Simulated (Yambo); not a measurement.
A run of Yambo 5.3.0 is set up as follows.

The input g0w06.in:

```
gw0
dyson
el_el_corr
rim_cut
HF_and_locXC
ppa
em1d
RandQpts= 1000000
RandGvec= 50 RL
EXXRLvcs= 80 Ry
VXCRLvcs= 80 Ry
Chimod= "HARTREE"
% BndsRnXp
 1 | 115 |
%
NGsBlkXp= 6 Ry
% LongDrXp
 1 | 1 | 1 |
%
PPAPntXp= 27.21138 eV
% GbndRnge
 1 | 115 |
%
GTermKind= "BG"
DysSolver= "n"
ExtendOut
% QPkrange
 1 | 1 | 14 | 17 |
 21 | 21 | 14 | 17 |
 36 | 36 | 14 | 17 |
%
```

Contents of scf.in:

```
&CONTROL
  calculation = 'scf'
  prefix = 'pwscf'
  outdir = './tmp'
  pseudo_dir = './pseudo'
/
&SYSTEM
  ibrav = 0
  nat = 2
  ntyp = 1
  ecutwfc = 80
  nbnd = 22
  occupations = 'smearing'
  smearing = 'fd'
  degauss = 0.00367493
  force_symmorphic = .true.
/
&ELECTRONS
  conv_thr = 4d-10
  electron_maxstep = 120
  mixing_beta = 0.5
/
ATOMIC_SPECIES
Sb   121.7600 Sb.upf
CELL_PARAMETERS angstrom
   3.1224020000    0.0000000000    0.0000000000
   0.0000000000    4.3475180000    0.0000000000
  -0.0389150000    0.0000000000    4.4058520000
ATOMIC_POSITIONS angstrom
Sb     0.0261760615    1.0868795000    1.0625417034
Sb     3.0573109385    3.2606385000    3.3433102966
K_POINTS automatic
10 6 6 0 0 0
```

nscf.in

```
&CONTROL
  calculation = 'nscf'
  prefix = 'pwscf'
  outdir = './tmp'
  pseudo_dir = './pseudo'
/
&SYSTEM
  ibrav = 0
  nat = 2
  ntyp = 1
  ecutwfc = 80
  nbnd = 115
  occupations = 'smearing'
  smearing = 'fd'
  degauss = 0.00367493
  force_symmorphic = .true.
/
&ELECTRONS
  conv_thr = 1d-08
  diago_full_acc = .true.
  diago_thr_init = 1d-06
/
ATOMIC_SPECIES
Sb   121.7600 Sb.upf
CELL_PARAMETERS angstrom
   3.1224020000    0.0000000000    0.0000000000
   0.0000000000    4.3475180000    0.0000000000
  -0.0389150000    0.0000000000    4.4058520000
ATOMIC_POSITIONS angstrom
Sb     0.0261760615    1.0868795000    1.0625417034
Sb     3.0573109385    3.2606385000    3.3433102966
K_POINTS automatic
4 4 4 0 0 0
```

Potentials or basis: PseudoDojo 0.4.1 SR PBEsol standard.

The run is started by

```console
$ OMP_NUM_THREADS=1 pw.x -in scf.in > scf.out
$ OMP_NUM_THREADS=1 pw.x -in nscf.in > nscf.out
$ cd tmp/pwscf.save; p2y; mv SAVE ../..; cd ../..
$ OMP_NUM_THREADS=1 yambo
$ mkdir -p g0w06; ln -s $PWD/g0w00/ndb.pp* g0w06/
$ mkdir -p g0w06; ln -s $PWD/g0w00/ndb.RIM g0w06/
$ OMP_NUM_THREADS=1 yambo -F g0w06.in -J g0w06 -C g0w06_out
```

Estimate the band gap on the k mesh, mean-field level.

none (metal or under the smearing width).

Quasiparticle terms (eV):
```
                k point  band  Kohn-Sham level     Vxc      Σx     Σc     Z  result
  (0.000, 0.000, 0.000)    14            -3.36  -10.65  -13.69   2.13  0.75   -4.05
  (0.000, 0.000, 0.000)    15             2.16   -8.48   -4.81  -4.13  0.79    1.79
  (0.000, 0.000, 0.000)    16             3.19  -11.39   -8.45  -3.81  0.76    2.52
  (0.000, 0.000, 0.000)    17             3.40  -11.42   -7.87  -4.34  0.76    2.79
(0.250, -0.500, -0.250)    14            -3.35  -10.54  -13.29   1.92  0.76   -3.98
(0.250, -0.500, -0.250)    15            -0.02  -11.24  -11.06  -0.94  0.77   -0.60
(0.250, -0.500, -0.250)    16            -0.02  -11.24  -11.06  -0.94  0.77   -0.59
(0.250, -0.500, -0.250)    17             3.63  -11.70   -8.14  -4.22  0.77    3.12
 (0.500, 0.250, -0.250)    14            -2.73  -10.85  -13.66   1.91  0.76   -3.42
 (0.500, 0.250, -0.250)    15            -2.57  -10.80  -13.21   1.55  0.75   -3.22
 (0.500, 0.250, -0.250)    16             0.24  -11.56   -9.97  -2.31  0.78   -0.32
 (0.500, 0.250, -0.250)    17             2.49  -12.49   -9.86  -3.30  0.77    1.97
```

Caveat: the k mesh is coarse (spacing up to 0.50 Å⁻¹), so the values aren't converged; the potentials hold a filled d shell without the s and p states of that shell, which can shift GW gaps by tenths of an eV, either way; the plasmon-pole model is rough for a metal; the ground state has no gap, which makes the many-body step unreliable; this version prints the column dSc/dw multiplied by 27.2; the terminator is approximate in this version, by hundredths of an eV. The run has no spin-orbit coupling, so splittings on Sb are missing.
